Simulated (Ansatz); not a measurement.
**C2H6BNOSi: a ladder of functionals and wavefunction methods**

The task here is to estimate one member of a computed series from the others.

Computed with Ansatz 0.2.0, Gaussian basis. Level: functionals in def2-TZVPP, the program's frozen cores in correlated methods.

The runs, in order: PBE-D4, r2SCAN-D4, PBE0-D4, B3LYP-D4, ωB97X-V, ωB97M-V, B2PLYP; CCSD(T)/def2-TZVPP; MP2/def2-QZVPP; extrapolation to the limit.

### The relaxed structure

An earlier PBE0-D4 in a triple-zeta def2 set relaxation fixed the geometry.

SMILES `[SiH3]C1=COBN1`, 12 atoms, charge 0, spin multiplicity 1.

Atoms are counted from 1 here; the program's logs count them from 0.

Bond lengths: Si1–C2 1.849 Å, Si1–H7 1.484 Å, Si1–H8 1.488 Å, Si1–H9 1.488 Å, C2–C3 1.348 Å, C2–N6 1.403 Å, C3–O4 1.358 Å, C3–H10 1.078 Å, O4–B5 1.389 Å, B5–N6 1.410 Å, B5–H11 1.186 Å, N6–H12 1.003 Å. Angles: C2–Si1–H7 107.6°, C2–Si1–H8 111.0°, C2–Si1–H9 111.0°, H7–Si1–H8 109.9°, H7–Si1–H9 109.9°, H8–Si1–H9 107.6°, Si1–C2–C3 126.6°, Si1–C2–N6 127.4°, C3–C2–N6 106.0°, C2–C3–O4 112.0°, C2–C3–H10 130.3°, O4–C3–H10 117.7°, C3–O4–B5 107.2°, O4–B5–N6 106.7°, O4–B5–H11 123.6°, N6–B5–H11 129.7°, C2–N6–B5 108.0°, C2–N6–H12 122.0° and more.

The first run:

in.yaml reads:

```yaml
crystal:
  periodic: [false, false, false]
  atoms:
    - {symbol: Si, position_ang: [-0.665069, -0.419587, 1.797321]}
    - {symbol: C, position_ang: [0.048154, -0.024488, 0.137459]}
    - {symbol: C, position_ang: [1.348611, 0.186710, -0.149043]}
    - {symbol: O, position_ang: [1.543420, 0.454958, -1.466291]}
    - {symbol: B, position_ang: [0.298363, 0.418001, -2.081348]}
    - {symbol: N, position_ang: [-0.642514, 0.116877, -1.075419]}
    - {symbol: H, position_ang: [0.456280, -0.460888, 2.767782]}
    - {symbol: H, position_ang: [-1.654801, 0.611723, 2.210281]}
    - {symbol: H, position_ang: [-1.365795, -1.731938, 1.776794]}
    - {symbol: H, position_ang: [2.214984, 0.172756, 0.492687]}
    - {symbol: H, position_ang: [0.133046, 0.613104, -3.239266]}
    - {symbol: H, position_ang: [-1.637776, 0.007672, -1.137055]}
basis:
  gaussian: {orbitals: def2-TZVPP}
hamiltonian: {xc: pbe, dispersion: d4}
output: {forces: true, orbitals: {seedname: orbitals}}
```

Launch:

```bash
$ ansatz run in.yaml --threads 4 --pin off --events-out ev --progress --plain --max-ram 10444MiB
```

Among the steps run: PBE-D4 (GGA); r2SCAN-D4 (meta-GGA); PBE0-D4 (hybrid); B3LYP-D4 (hybrid); ωB97X-V (range-separated); ωB97M-V (range-separated); B2PLYP (double hybrid); CCSD(T) in def2-TZVPP; MP2 in def2-QZVPP.

One of the session's tables, all rows but one given; the rest of the session is left out.

It belongs to the step «Atomisation energies». 

| method | atomisation energy (kcal/mol) |
| --- | --- |
| PBE-D4 | 1198.2 |
| r2SCAN-D4 | 1171.6 |
| PBE0-D4 | 1173.5 |
| B3LYP-D4 | 1169.3 |
| ωB97X-V | 1171.5 |
| ωB97M-V | 1172.1 |
| B2PLYP | ? |
| HF/def2-TZVPP | 841.6 |
| MP2/def2-TZVPP | 1158.2 |
| CCSD/def2-TZVPP | 1110.8 |
| CCSD(T)/def2-TZVPP | 1131.3 |
| MP2/CBS | 1189.9 |
| CCSD(T)/CBS | 1162.9 |

Estimate the missing values for B2PLYP.

As computed: atomisation energy (kcal/mol): 1156.4. In the column «atomisation energy (kcal/mol)» it lies between CCSD(T)/def2-TZVPP (1131.3) and MP2/def2-TZVPP (1158.2).
